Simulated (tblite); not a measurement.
# C7H11FOSi: the cost of one run

Computed with tblite 0.8.0 and PySCF 2.14.0, with density-fitted response routines of our own, on a single molecule in the gas phase. Atoms count from 0, in the outputs and in this text.

## (1) The molecule as given

21 atoms, charge 0, multiplicity 1; geometry from: force field or distance geometry start.

Bonds of the start (Å): C0–C1 1.32, C1–C2 1.49, C2–C3 1.33, C3–O4 1.38, O4–C5 1.38, C5–C6 1.33, C6–F7 1.38, C1–Si8 1.83, Si8–C9 1.87, C0–H10 1.09, C0–H11 1.08, C2–H12 1.09, C3–H13 1.08, C5–H14 1.10, C6–H15 1.08, Si8–H16 1.47, Si8–H17 1.46, C9–H18 1.11, C9–H19 1.09, C9–H20 1.13.

## (2) Optimising the geometry with GFN2-xTB

What the job is given:

```
{"job": {"kind": "relax", "xc": "GFN2-xTB", "basis": "xTB"}, "charge": 0, "multiplicity": 1}
C     -1.136000    -2.429900    -0.380200
C     -0.539500    -1.250000    -0.309200
C      0.908800    -1.267500    -0.651300
C      1.637100    -0.158600    -0.629700
O      1.038000     1.020000    -0.233000
C      1.888100     2.072200     0.064300
C      3.058500     1.747000     0.611100
F      3.918700     2.773900     0.928700
Si    -1.378900     0.290900     0.214900
C     -3.127500    -0.047400     0.796700
H     -2.194400    -2.577600    -0.152300
H     -0.587800    -3.303200    -0.687100
H      1.354900    -2.214500    -0.944900
H      2.683400    -0.230900    -0.892900
H      1.635900     3.124100    -0.121400
H      3.345600     0.726300     0.832200
H     -1.460600     1.187500    -0.941700
H     -0.673200     0.893900     1.347400
H     -3.885100     0.397000     0.121700
H     -3.266400    -1.128000     0.802100
H     -3.228500     0.391800     1.833800
```

The run is started by

```bash
$ OMP_NUM_THREADS=1 python probes_run.py task.json out
```

One launch serves the whole session: the jobs run in the order shown.

Q: Estimate the wall time of this first job on 1 thread of Intel Xeon at 2.70GHz, shared host.

About 2 s.
